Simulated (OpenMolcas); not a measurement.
**Mo⁵⁺ among point charges: CASSCF and CASPT2 levels and susceptibility**

Aim: the splitting of the states of Mo⁵⁺ in the field of 4 point charges, its lowest levels with spin-orbit coupling and its magnetic susceptibility.

Method: state-averaged CASSCF and CASPT2, spin-orbit coupling by RASSI with atomic mean-field integrals. Code: OpenMolcas 26.06.

## 1. Starting point

* Species: Mo⁵⁺ (molybdenum, Z = 42, 37 electrons)
* Basis: ANO-RCC-VDZP [6s5p3d1f], 43 functions
* Scalar Hamiltonian: DKH2, point nucleus
* Inactive shells: 1s 2s 2p 3s 3p 3d 4s 4p
* Active space: 1 electron in 5 orbitals (4d)
* Some configurations of this space: 4d
* Orbitals: optimised for each spin and parity, averaged over all roots

The outer shells:

4d
```
4d [↑ ][  ][  ][  ][  ]
```

The ion sits among 4 point charges of -2 e arranged as a tetrahedron (Td), 2.14 Å from the ion.

The work runs as a chain of OpenMolcas steps in one folder; each step below is one input file. Labels, J, g values, rates, χT and fits are worked out afterwards by a script from the matrices that RASSI stores.

## 2. GATEWAY and SEWARD: basis and integrals

Contents of a.inp:

```
&GATEWAY
Coord
1

Mo 0.0 0.0 0.0
Basis=ANO-RCC-VDZP
Group=NoSym
NoMove
AngMom=0.0 0.0 0.0
AMFI
XField
4 Angstrom 0
1.235530 1.235530 1.235530 -2.000000
1.235530 -1.235530 -1.235530 -2.000000
-1.235530 1.235530 -1.235530 -2.000000
-1.235530 -1.235530 1.235530 -2.000000
&SEWARD
```

The run is started by

```
$ OMP_NUM_THREADS=1 MOLCAS_MEM=1689 MOLCAS_PROJECT=a pymolcas a.inp > a.log
```

## 3. Reference wave functions, doublets, 5 roots

Contents of a.inp:

```
&RASSCF
FileOrb=start.orb
Symmetry=1
Spin=2
nActEl=1 0 0
Inactive=18
Ras2=5
CIRoot=5 5 1
SDav=5
CIMx=300
Iter=120 100
PrWF=0.3
OrbListing=Nothing
MaxOrb=0
>>> COPY $Project.JobIph JOB001
```

start.orb holds the contracted functions of the basis, ordered by shell, or the orbitals of the step before.

## 4. State interaction with spin-orbit coupling

Contents of a.inp:

```
&RASSI
NrOfJobIphs=1 5
1 2 3 4 5
IphNames
JOB001
EJob
SpinOrbit
DIPRint=1.0
SOCoupling=1000.0
Subsets=2
Property=9
'ANGMOM' 1 'ANGMOM' 2 'ANGMOM' 3 'MLTPL  1' 1 'MLTPL  1' 2 'MLTPL  1' 3
'AMFI' 1 'AMFI' 2 'AMFI' 3
SOProperty=3
'ANGMOM' 1 'ANGMOM' 2 'ANGMOM' 3
```

## 5. CASPT2: IPEA 0.25, imaginary shift 0.1 (closed shells correlated: 4s 4p)

Contents of a.inp:

```
>>> COPY JOB001 $Project.JobIph
&CASPT2
Multistate=5 1 2 3 4 5
NoMult
Frozen=14
IPEA=0.25
Imaginary=0.1
MaxIter=60
WThr=0.0 0.3 0.05
PrWF=0.5
NoMix
```

(Steps that only read results are left out.)

Before running it: what results should come out? Wanted: spin-free ground state; first state of the same spin within the active space; lowest level; next level.

As calculated:

| quantity | value |
| --- | --- |
| method | SS-CASPT2, IPEA 0.25, imaginary shift 0.1 (closed shells correlated: 4s 4p) |
| spin-free ground state | 2E, 2-fold in its orbital part |
| first state of the same spin within the active space | 2T2 at 2570 cm⁻¹ |
| lowest level | 4-fold Γ8 |
| next level | 3235.8 cm⁻¹ |
| χT at 300 K | 0.22 cm³ K/mol |
| effective moment at 300 K | 1.32 μB |

Cost by method:

| method | time of its own steps | time with the reference |
| --- | --- | --- |
| A. CASSCF | 1.6 s | 1.6 s |
| B. SS-CASPT2, IPEA 0.25, imaginary shift 0.1, +4s 4p | 0.62 s | 2.2 s |

Times are of one thread on a shared host.

In words: The spin-free ground state (2E) comes to 100 % from free-ion D terms and keeps the highest spin of the shell. χT at 300 K is 0.22, against 0.38 cm³ K/mol for the spin alone, so orbital moment lowers it. A ligand-field fit to the states below 45000 cm-1 gives 10Dq = -2572 cm-1, the gap between the two states. CASPT2 does not keep the components of a term degenerate, and the means are used. An orbital doublet at a regular site is open to a Jahn-Teller distortion, which this geometry leaves out. The field of point charges can differ much from that of real complexes. This is an electrostatic model: the charges have no orbitals.
